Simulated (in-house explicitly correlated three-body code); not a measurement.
# Two electrons around a charge of +2.66: exact states and exact Kohn–Sham parts

The task here is to estimate one member of a computed series from the others.

Program: in-house explicitly correlated three-body code version 1. Level of theory: two electrons, non-relativistic, variational in exponentially correlated functions. These are calculated values, not measurements, unless marked.

### Starting point

```
charge of the centre : +2.66
mass of the centre   : infinite
interactions         : Coulomb
basis                : 260 functions exp(−a r1 − b r2 − g r12) a state, exponent ranges optimised
units                : hartree and bohr; relativity and QED are left out
```

The first run:

Settings:

```ini
Z = 2.66
interaction_strength = 1.0
functions = 260
states_tried = 13
```

Command:

```bash
> python run_hyl.py task.json out
```

Steps of the session up to this table: Input and results.

One table of the session follows, with a row left open; its other results are not shown here.

It belongs to the step «Levels». 

| state | binding (eV) | excitation (eV) | ⟨r12⟩ (bohr) |
| --- | --- | --- | --- |
| 1 ¹S | 55.2362 | 0 | 0.9955 |
| 2 ³S | ? | ? | ? |
| 2 ¹S | 10.3054 | 44.9308 | 3.372 |
| 2 ³P | 9.93297 | 45.3032 | 2.895 |
| 2 ¹P | 9.25196 | 45.9842 | 3.120 |
| 3 ³S | 4.82143 | 50.4148 | 7.083 |
| 3 ¹S | 4.42613 | 50.8101 | 7.692 |
| 3 ³P | 4.33378 | 50.9024 | 7.246 |
| 3 ¹P | 4.12777 | 51.1084 | 7.632 |
| 4 ³S | 2.60892 | 52.6273 | 13.02 |
| 4 ¹S | 2.45078 | 52.7854 | 13.85 |
| 4 ³P | 2.41407 | 52.8221 | 13.45 |
| 4 ¹P | 2.32707 | 52.9091 | 13.97 |

Estimate the missing values for 2 ³S.

As computed: binding (eV): 11.8215; excitation (eV): 43.4147; ⟨r12⟩ (bohr): 2.987. In the column «binding (eV)» it lies between 2 ¹S (10.3054) and 1 ¹S (55.2362).
